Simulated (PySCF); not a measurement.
**C2H10FNSi2: electronic excitations**

Aim: predict the electronic excitations of C2H10FNSi2 (`C[Si@@](N)([SiH3])CF`).

Computed with PySCF 2.14.0, with density-fitted response routines of our own, on a single molecule in the gas phase. Atoms are numbered from 0 throughout.

## 1. Starting geometry

16 atoms, charge 0, multiplicity 1; geometry from: GFN2-xTB.

Bonds of the start (Å): C0–Si1 1.92, Si1–N2 1.73, Si1–Si3 2.31, Si1–C4 1.93, C4–F5 1.38, C0–H6 1.09, C0–H7 1.09, C0–H8 1.09, N2–H9 1.01, N2–H10 1.01, Si3–H11 1.47, Si3–H12 1.46, Si3–H13 1.47, C4–H14 1.09, C4–H15 1.09.

## 2. Excited states and response: CAM-B3LYP/def2-SVPD

The job: settings as JSON, then the geometry in Å.

```
{"job": {"kind": "uv", "xc": "CAM-B3LYP", "basis": "def2-SVPD", "nstates": 8, "ntriplets": 3}, "charge": 0, "multiplicity": 1}
C     -0.189864     0.107546    -1.895970
Si    -0.155852    -0.084966     0.010050
N     -1.534855    -0.872757     0.693138
Si     1.753947    -1.144672     0.769103
C     -0.348352     1.698604     0.718497
F     -1.582251     2.219445     0.367986
H     -0.256962    -0.860215    -2.387030
H      0.707844     0.595924    -2.266056
H     -1.041845     0.699541    -2.222820
H     -2.409841    -0.372569     0.741194
H     -1.706068    -1.848707     0.516015
H      1.858314    -2.497522     0.211308
H      1.828719    -1.298961     2.223684
H      2.982564    -0.449021     0.369155
H     -0.309620     1.720707     1.809407
H      0.396523     2.396567     0.330929
```

Method: TDDFT CAM-B3LYP/def2-SVPD, vertical, gas phase, core orbitals frozen in the response.

Run with:

```
> OMP_NUM_THREADS=1 python probes_run.py task.json out
```

The driver reads the jobs from task.json and runs them one after another.

Standard output:

```text
coarse grid: 13768 points
cycle   1  E = -815.2249455374  dE =  2.472e-01  |g| = 5.884e-01  |ddm| = 5.162e+00
cycle   2  E = -815.2121529855  dE =  1.279e-02  |g| = 6.906e-01  |ddm| = 1.528e+00
cycle   3  E = -815.2995725813  dE = -8.742e-02  |g| = 6.155e-02  |ddm| = 6.379e-01
cycle   4  E = -815.3001944736  dE = -6.219e-04  |g| = 2.883e-02  |ddm| = 1.083e-01
cycle   5  E = -815.3003748907  dE = -1.804e-04  |g| = 6.359e-03  |ddm| = 4.740e-02
cycle   6  E = -815.3003834251  dE = -8.534e-06  |g| = 2.038e-03  |ddm| = 1.245e-02
final grid: 122584 points
cycle   7  E = -815.4062548293  dE = -2.132e-05  |g| = 5.910e-03  |ddm| = 5.131e-02
cycle   8  E = -815.4062518388  dE =  2.991e-06  |g| = 7.332e-03  |ddm| = 1.406e-02
cycle   9  E = -815.4062616463  dE = -9.808e-06  |g| = 3.254e-04  |ddm| = 6.520e-03
cycle  10  E = -815.4062616671  dE = -2.078e-08  |g| = 1.504e-04  |ddm| = 5.632e-04
cycle  11  E = -815.4062616719  dE = -4.798e-09  |g| = 3.783e-05  |ddm| = 2.543e-04
cycle  12  E = -815.4062616722  dE = -3.261e-10  |g| = 1.089e-05  |ddm| = 6.111e-05
converged SCF energy = -815.4062616722

Static polarisability (au): isotropic 89.628, principal 82.600 86.999 99.286

Singlet excitations
state   eV       nm        f      main configurations
  1   6.1191    202.6   0.02655   H->L 0.89
  2   6.8379    181.3   0.00755   H->L+2 0.53, H->L+1 0.24
  3   7.0739    175.3   0.07809   H-1->L 0.50, H->L+2 0.21
  4   7.1032    174.5   0.05344   H->L+1 0.48, H-1->L 0.23, H->L+2 0.09
  5   7.5736    163.7   0.08666   H->L+3 0.60, H-1->L+1 0.12
  6   7.6669    161.7   0.00577   H-1->L+2 0.51, H-2->L 0.16
  7   7.7967    159.0   0.01024   H-1->L+1 0.28, H-2->L 0.23, H-1->L+2 0.23
  8   7.8377    158.2   0.05357   H-2->L 0.28, H-1->L+1 0.27, H-1->L+3 0.14

Triplet excitations (Tamm-Dancoff, eV): 5.6934 6.1942 6.4200
```

Wall time 67 s (1 thread of Arm Neoverse N1, shared host); peak memory 0.97 GiB.

Frontier orbitals and where they lie:

```tsv
orbital	eV	atoms
HOMO−3	-11.15	Si3 38 %, H13 27 %, H12 17 %
HOMO−2	-10.33	N2 22 %, Si1 18 %, C0 13 %
HOMO−1	-9.47	C4 22 %, Si1 21 %, F5 18 %
HOMO	-8.66	N2 49 %, C0 14 %, Si1 13 %
LUMO	0.77	Si1 21 %, Si3 20 %, N2 8 %
LUMO+1	1.07	Si3 38 %, Si1 12 %, H11 10 %
LUMO+2	1.34	Si3 31 %, Si1 14 %, C0 10 %
```

With each of the 8 states as a Gaussian band of 0.4 eV half-width at 1/e, the curve within the window shown has maxima at 201 nm (ε 1,100), 170 nm (ε 6,800) L/(mol cm). Beyond the last state computed it falls off for lack of states. The curve at chosen wavelengths:

nm, ε (L/mol/cm) and a bar:
```
      152       1980 ########
      155       3654 ################
      158       5279 #######################
      161       6315 ############################
      164       6697 #############################
      166       6762 ##############################
      169       6814 ##############################
      172       6772 ##############################
      175       6349 ############################
      178       5391 ########################
      181       4085 ##################
      184       2796 ############
      187       1821 ########
      189       1401 ######
      192       1083 ####
      195       1022 ####
      198       1069 ####
      201       1107 ####
      204       1073 ####
      207        957 ####
      210        785 ###
      212        658 ##
      215        474 ##
      218        319 #
      221        201 
      224        119
```

Further results of this job:

```tsv
property	computed
dipole moment (D)	1.17
polarisability (Å³)	13.28
HOMO–LUMO gap (eV)	9.43
−ε(HOMO) (eV)	8.66
```

## 3. What came out

```
                                quantity                        value
    lowest singlet (CAM-B3LYP/def2-SVPD)  6.12 eV (203 nm), f = 0.027
brightest single state of those computed  state 5, 7.57 eV, f = 0.087
                          lowest triplet                      5.69 eV
```

The lowest singlet, at 6.12 eV, is HOMO→LUMO 0.89 and is weak; of the 8 states computed, the strongest absorption comes from states 3 to 4 together at 7.07 eV (the last state computed is bright too, and its partners may lie past the list). The lowest triplet lies 0.43 eV below the lowest singlet (triplets in Tamm-Dancoff, singlets in full TDDFT).
